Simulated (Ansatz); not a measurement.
**AlFILi (SMILES [Li][Al]([F])[I]): single points off equilibrium**

A test off equilibrium: a structure displaced at random from a GFN2-xTB minimum is computed at several levels, and each is set against CCSD(T).

Computed with Ansatz 0.2.0, Gaussian basis. Level: single points in def2-TZVPP.

Correlated methods freeze the cores. Filled d shells of the heavier atoms are correlated. Core potentials replace the inner electrons past krypton, and spin-orbit coupling is left out. The outer core shell of Li, Na, Mg and K is correlated.

## (1) The starting structure

4 atoms, charge 0, spin multiplicity 1.

Atoms are counted from 1 here; the program's logs count them from 0.

Bond lengths: Al2–F3 1.619 Å, Al2–I4 2.606 Å. Angles: F3–Al2–I4 112.3°.

Coordinates:

```xyz
4
charge 0, multiplicity 1
Li    0.9675   -1.6680    1.5454
Al   -0.2049   -0.0664    0.0285
F    -1.7975   -0.0436   -0.2600
I     1.0686    1.7807   -1.2977
```

## (2) CCSD(T)/def2-TZVPP

File run/in.yaml:

```yaml
crystal:
  periodic: [false, false, false]
  atoms:
    - {symbol: Li, position_ang: [0.967500, -1.668000, 1.545400]}
    - {symbol: Al, position_ang: [-0.204900, -0.066400, 0.028500]}
    - {symbol: F, position_ang: [-1.797500, -0.043600, -0.260000]}
    - {symbol: I, position_ang: [1.068600, 1.780700, -1.297700]}
basis:
  gaussian: {orbitals: def2-TZVPP}
correlation: {method: ccsd_t}
output: {forces: true}
```

The command line of these runs was not kept.

## (3) PBE0-D4/def2-TZVPP

run/in.yaml, as its differences from that of step 2:

```diff
@@ -9,3 +9,3 @@
   gaussian: {orbitals: def2-TZVPP}
-correlation: {method: ccsd_t}
-output: {forces: true}
+hamiltonian: {xc: pbe0, dispersion: d4}
+output: {forces: true, orbitals: {seedname: orbitals}}
```

## (4) wB97M-V/def2-TZVPP

run/in.yaml, as its differences from that of step 3:

```diff
@@ -9,3 +9,3 @@
   gaussian: {orbitals: def2-TZVPP}
-hamiltonian: {xc: pbe0, dispersion: d4}
-output: {forces: true, orbitals: {seedname: orbitals}}
+hamiltonian: {xc: {name: wB97M-V}}
+output: {forces: true}
```

## (5) r2SCAN-D4/def2-TZVPP

run/in.yaml, as its differences from that of step 4:

```diff
@@ -9,3 +9,3 @@
   gaussian: {orbitals: def2-TZVPP}
-hamiltonian: {xc: {name: wB97M-V}}
+hamiltonian: {xc: r2scan, dispersion: d4}
 output: {forces: true}
```

## (6) PBE-D4/def2-TZVPP

run/in.yaml, as its differences from that of step 5:

```diff
@@ -9,3 +9,3 @@
   gaussian: {orbitals: def2-TZVPP}
-hamiltonian: {xc: r2scan, dispersion: d4}
+hamiltonian: {xc: pbe, dispersion: d4}
 output: {forces: true}
```

## (7) SPW92/def2-TZVPP

run/in.yaml, as its differences from that of step 6:

```diff
@@ -9,3 +9,3 @@
   gaussian: {orbitals: def2-TZVPP}
-hamiltonian: {xc: pbe, dispersion: d4}
+hamiltonian: {xc: lda}
 output: {forces: true}
```

## (8) wB97X-V/def2-TZVPP

run/in.yaml, as its differences from that of step 7:

```diff
@@ -9,3 +9,3 @@
   gaussian: {orbitals: def2-TZVPP}
-hamiltonian: {xc: lda}
+hamiltonian: {xc: {name: wB97X-V}}
 output: {forces: true}
```

(Steps that only read results are left out.)

What does the calculation give? Wanted: energy less free atoms, CCSD(T)/def2-TZVPP; RMS force component; RMS force error; HOMO and LUMO, PBE0-D4; T1 diagnostic.

The runs gave:

| quantity | value |
| --- | --- |
| energy less free atoms, CCSD(T)/def2-TZVPP | -1024.5 kJ/mol |
| RMS force component | 0.572 to 0.767 eV/Å over the methods |
| RMS force error | PBE0-D4 0.041, wB97M-V 0.049, r2SCAN-D4 0.035, PBE-D4 0.173, SPW92 0.077, wB97X-V 0.031 eV/Å |
| HOMO and LUMO, PBE0-D4 | -5.87 and -1.72 eV |
| T1 diagnostic | 0.010 |

Against CCSD(T) the functionals' energies less atoms differ by -173.0 to -9.7 kJ/mol, PBE-D4 by -34.4 kJ/mol. CCSD(T) in triple zeta still lacks some correlation energy of the bonds, so part of these gaps is its own basis error and they don't rank the functionals. For forces wB97X-V does best and PBE-D4 worst. Frozen-core CCSD(T) forces in triple zeta carry basis errors of their own, and this is one geometry, so small gaps rank nothing.
